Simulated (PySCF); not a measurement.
**[WO2(H2O)2]2+: forces at shaken geometries**

Aim: move all atoms of relaxed [WO2(H2O)2]2+ at random and read energies and forces. The species was built from a template and needn't be a known compound.

Computed with PySCF 2.14.0. Level: r2SCAN, W def2-SVP with ECP60, O def2-SVP, H def2-SVP; scalar-relativistic core potentials, no spin–orbit coupling.

4 further runs of the same task are left out: 2 for a known fault of the program, 1 that didn't finish, 1 set aside as unsound or not needed.

## Step 1: Where the work starts

9 atoms, charge 2, spin multiplicity 1.

Bond lengths: W1–O2 1.673 Å, W1–O3 1.673 Å, W1–O4 2.071 Å, W1–O7 2.071 Å, O4–H5 0.988 Å, O4–H6 0.989 Å, O7–H8 0.988 Å, O7–H9 0.989 Å. Angles: O2–W1–O3 104.1°, O2–W1–O4 102.4°, O2–W1–O7 102.5°, O3–W1–O4 102.5°, O3–W1–O7 102.4°, O4–W1–O7 139.0°, W1–O4–H5 125.7°, W1–O4–H6 125.6°, H5–O4–H6 107.1°, W1–O7–H8 125.7°, W1–O7–H9 125.6°, H8–O7–H9 107.1°.

Geometry (Å):

```xyz
9
charge 2, multiplicity 1
W     0.0000    0.0000   -0.3829
O     0.9143    0.9514    0.6455
O    -0.9143   -0.9514    0.6455
O     1.4004   -1.3431   -1.1078
H     1.2663   -2.3165   -1.2121
H     2.3705   -1.1726   -1.1930
O    -1.4004    1.3431   -1.1078
H    -1.2663    2.3165   -1.2121
H    -2.3705    1.1726   -1.1930
```

Formal oxidation states: W +6. An earlier session relaxed this geometry at r2SCAN, W def2-SVP with ECP60, O def2-SVP, H def2-SVP (singlet, point group C2v).

Its energy there is -369.443254 Eh.

## Step 2: Atoms moved at random, σ = 0.1 Å

run.py (the lines that set the calculation) reads:

```python
mol = gto.M(atom='''
W      0.06521    -0.21221    -0.42344
O      0.86180     0.92779     0.51112
O     -0.81041    -1.06037     0.70704
O      1.33876    -1.33752    -1.11004
H      1.29591    -2.47966    -1.09562
H      2.38461    -1.04034    -1.28530
O     -1.48800     1.49164    -1.08936
H     -1.26886     2.43052    -1.00093
H     -2.37903     1.28016    -1.33114''',
    basis={'W': 'def2-SVP', 'O': 'def2-SVP', 'H': 'def2-SVP'},
    ecp={'W': 'def2-SVP'},
    charge=2, spin=0)
mf = dft.RKS(mol, xc='R2SCAN')
mf.grids.atom_grid = (50, 194)
mf = mf.density_fit()  # fitting sets: W def2-universal-JKFIT, O def2-universal-JKFIT, H def2-universal-JKFIT
mf.conv_tol = 1e-08; mf.max_cycle = 55
mf.kernel(dm0)  # dm0: the density of the relaxed state
```

On the command line:

```bash
> OMP_NUM_THREADS=2 python run.py
```

## Step 3: Atoms moved at random, σ = 0.15 Å

run.py (the lines that set the calculation) reads:

```python
mol = gto.M(atom='''
W     -0.10674    -0.11904    -0.37443
O      0.83222     1.04941     0.77161
O     -0.94042    -0.93181     0.72600
O      1.31918    -1.45468    -0.95977
H      1.39044    -2.26330    -1.47848
H      2.47739    -1.19247    -1.16721
O     -1.40752     1.47321    -1.19894
H     -1.35488     2.26861    -1.05513
H     -2.20967     1.17007    -1.38131''',
    basis={'W': 'def2-SVP', 'O': 'def2-SVP', 'H': 'def2-SVP'},
    ecp={'W': 'def2-SVP'},
    charge=2, spin=0)
mf = dft.RKS(mol, xc='R2SCAN')
mf.grids.atom_grid = (50, 194)
mf = mf.density_fit()  # fitting sets: W def2-universal-JKFIT, O def2-universal-JKFIT, H def2-universal-JKFIT
mf.conv_tol = 1e-08; mf.max_cycle = 55
mf.kernel(dm0)  # dm0: the density of the relaxed state
```

## Step 4: Atoms moved at random, σ = 0.15 Å

run.py (the lines that set the calculation) reads:

```python
mol = gto.M(atom='''
W      0.20981     0.05117    -0.60642
O      0.86483     0.74339     1.00824
O     -0.88901    -1.09157     0.77918
O      1.32083    -1.28647    -1.32002
H      1.56655    -2.26577    -1.17307
H      2.12792    -1.05094    -1.29951
O     -1.73940     1.42984    -1.07743
H     -1.07998     2.29771    -1.16023
H     -2.38156     1.17263    -1.26840''',
    basis={'W': 'def2-SVP', 'O': 'def2-SVP', 'H': 'def2-SVP'},
    ecp={'W': 'def2-SVP'},
    charge=2, spin=0)
mf = dft.RKS(mol, xc='R2SCAN')
mf.grids.atom_grid = (50, 194)
mf = mf.density_fit()  # fitting sets: W def2-universal-JKFIT, O def2-universal-JKFIT, H def2-universal-JKFIT
mf.conv_tol = 1e-08; mf.max_cycle = 55
mf.kernel(dm0)  # dm0: the density of the relaxed state
```

Q: Predict the outcome of this session. Wanted: for each run, σ; energy rise; harmonic estimate −½ F·u; largest force component.

The runs gave:

| σ (Å) | energy rise (eV) | harmonic estimate −½ F·u (eV) | largest force component (eV/Å) |
| --- | --- | --- | --- |
| 0.1 | 1.830 | 1.779 | 6.80 |
| 0.15 | 3.741 | 3.240 | 15.01 |
| 0.15 | 11.492 | 11.209 | 37.67 |

Every displacement raises the energy. For a harmonic well the rise equals −½ F·u; the two differ by at most 13 % here (a move with σ = 0.15 Å), from anharmonicity, the grid and the small forces left at the relaxed point. These are double-zeta-type bases without diffuse functions. Spin–orbit coupling is left out.
